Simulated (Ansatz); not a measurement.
# GeH3 (charge -1): relaxed scan of one distance in Python

Aim: a relaxed scan of one distance, for GeH3 (charge -1), run from a script. SMILES: [GeH3-].

Computed with the Python package of Ansatz 0.2.0. Level of theory: B3LYP/def2-SVP.

## (1) Starting point

Bond lengths: Ge1–H2 1.550 Å, Ge1–H3 1.550 Å, Ge1–H4 1.550 Å. Angles: H2–Ge1–H3 109.5°, H2–Ge1–H4 109.5°, H3–Ge1–H4 109.5°.

The script holds or builds the structure itself.

## (2) The code

relaxed_scan_geh3.py

```python
# -*- coding: utf-8 -*-
'''Relaxed scan of one distance in GeH3(-).'''

import ansatz
import numpy as np

GEOMETRY = '''
Ge    0.00100   -0.00210    0.38760
H    -0.87090   -1.17310   -0.13350
H    -0.58160    1.34160   -0.12040
H     1.45160   -0.16630   -0.13370
'''


def main():
    system = ansatz.Crystal.molecule()
    for line in GEOMETRY.strip().splitlines():
        symbol, *xyz = line.split()
        system = system.atom(symbol, [float(v) for v in xyz])

    calc = system.calculation()
    calc = calc.basis(gaussian='def2-SVP')
    calc = calc.functional('B3LYP')
    calc = calc.charge(-1)
    calc = calc.accuracy('medium')
    symbols = [site.symbol for site in system.cartesian_sites]
    pairs = [(0, 1), (0, 2), (0, 3)]
    print('held (A)   E (eV)        ', '  '.join(f'{symbols[i]}{i}-{symbols[j]}{j}' for i, j in pairs))
    for length in [1.43, 1.55, 1.67, 1.86, 2.09]:
        data = calc.relax(constraints=[ansatz.DistanceConstraint((0, 2), at=length)], force_tolerance=0.02, max_steps=60).run(threads=1).report
        xyz = np.array(data['positions_ang'])
        print(f'{length:6.2f} {data["free_energy_ev"]:14.5f}  ', '  '.join(f'{np.linalg.norm(xyz[i] - xyz[j]):.3f}' for i, j in pairs))


if __name__ == '__main__':
    main()
```

## (3) The input behind the calls

The engine receives this input (first run):

```yaml
crystal:
  periodic: [false, false, false]
  atoms:
    - { symbol: Ge, position_ang: [0.001, -0.0021, 0.3876] }
    - { symbol: H, position_ang: [-0.8709, -1.1731, -0.1335] }
    - { symbol: H, position_ang: [-0.5816, 1.3416, -0.1204] }
    - { symbol: H, position_ang: [1.4516, -0.1663, -0.1337] }
accuracy: medium
basis:
  gaussian:
    orbitals: def2-SVP
hamiltonian:
  xc: b3lyp
total_charge: -1.0
relax:
  f_tol: 0.02
  max_steps: 60
  constraints:
    - { distance: [0, 2], at: 1.43 }
```

## (4) The run

The run is started by

```bash
$ python relaxed_scan_geh3.py
```

Log:

```text
held (A)   E (eV)         Ge0-H1  Ge0-H2  Ge0-H3
DeckWarning: relax.constraints: the input's atoms, or those drawn, lie off the distances that are held; a relaxation that starts there is brought onto them ahead of its first SCF, by positions alone, an atom by 6.01e-2 Å at the most. With the symmetry [...]
  1.43   -56560.83506   1.626  1.430  1.626
  1.55   -56561.09107   1.628  1.550  1.628
  1.67   -56561.11975   1.628  1.670  1.628
  1.86   -56560.92047   1.628  1.860  1.628
  2.09   -56560.51898   1.626  2.090  1.626
```

(Warnings from the package without file and line, shortened, repeats left out.)

It took 25 s on 1 thread of Arm Neoverse V1, shared host; peak memory 0.17 GiB.

## (5) The engine's runs

The 5 runs, in the order started:

| run | distance (Å) | energy from run 3 (eV) | SCF cycles in all | CPU time (s) |
| --- | --- | --- | --- | --- |
| 1 | 1.43 | 0.2847 | 42 | 4.2 |
| 2 | 1.55 | 0.0287 | 47 | 5 |
| 3 | 1.67 | 0.0000 | 46 | 5 |
| 4 | 1.86 | 0.1993 | 47 | 4.9 |
| 5 | 2.09 | 0.6008 | 48 | 5 |

## (6) Path of the relaxation of run 1

The steps of the relaxation:

```
step  E - E(step 1) (eV)  largest force component (eV/Å)
   1              0.0000                          2.4239
   2             -0.5012                          0.6970
   3             -0.5598                          0.1705
   4             -0.5642                          0.0148
```

Step 1 is the start.

Before: Bond lengths: Ge1–H2 1.550 Å, Ge1–H3 1.550 Å, Ge1–H4 1.550 Å. Angles: H2–Ge1–H3 109.5°, H2–Ge1–H4 109.5°, H3–Ge1–H4 109.5°.

After: Bond lengths: Ge1–H2 1.626 Å, Ge1–H3 1.430 Å, Ge1–H4 1.626 Å. Angles: H2–Ge1–H3 93.3°, H2–Ge1–H4 92.5°, H3–Ge1–H4 93.3°.

## (7) Path of the relaxation of run 5

Relaxation path:

```csv
step,E - E(step 1) (eV),largest force component (eV/Å)
1,0.0000,3.9273
2,-0.6783,1.0625
3,-0.7274,0.3561
4,-0.7395,0.0219
5,-0.7395,0.0089
```

Step 1 is the start.

Before: Bond lengths: Ge1–H2 1.550 Å, Ge1–H3 1.550 Å, Ge1–H4 1.550 Å. Angles: H2–Ge1–H3 109.5°, H2–Ge1–H4 109.5°, H3–Ge1–H4 109.5°.

After: Bond lengths: Ge1–H2 1.626 Å, Ge1–H4 1.626 Å. Angles: H2–Ge1–H4 91.4°.

## (8) Results

```
                  quantity     value
             runs compared         5
           range of energy  0.601 eV
lowest point, distance (Å)      1.67
```

The curve has its lowest point inside the range, at 1.67. The ends stand 0.285 and 0.601 eV above it. The distance scanned is the script's pair 0, 2. Run 1: The relaxation took 3 moves; the largest shift is 0.261 Å, of atom 1 (Ge). Run 5: The relaxation took 4 moves; the largest shift is 0.394 Å, of atom 1 (Ge). The energies are electronic: no zero-point or thermal terms, and the basis set is short of its limit. b3lyp holds the VWN-RPA fit, as in Gaussian; the form of ORCA and Turbomole is b3lyp5. Anions want diffuse functions, which this basis lacks.
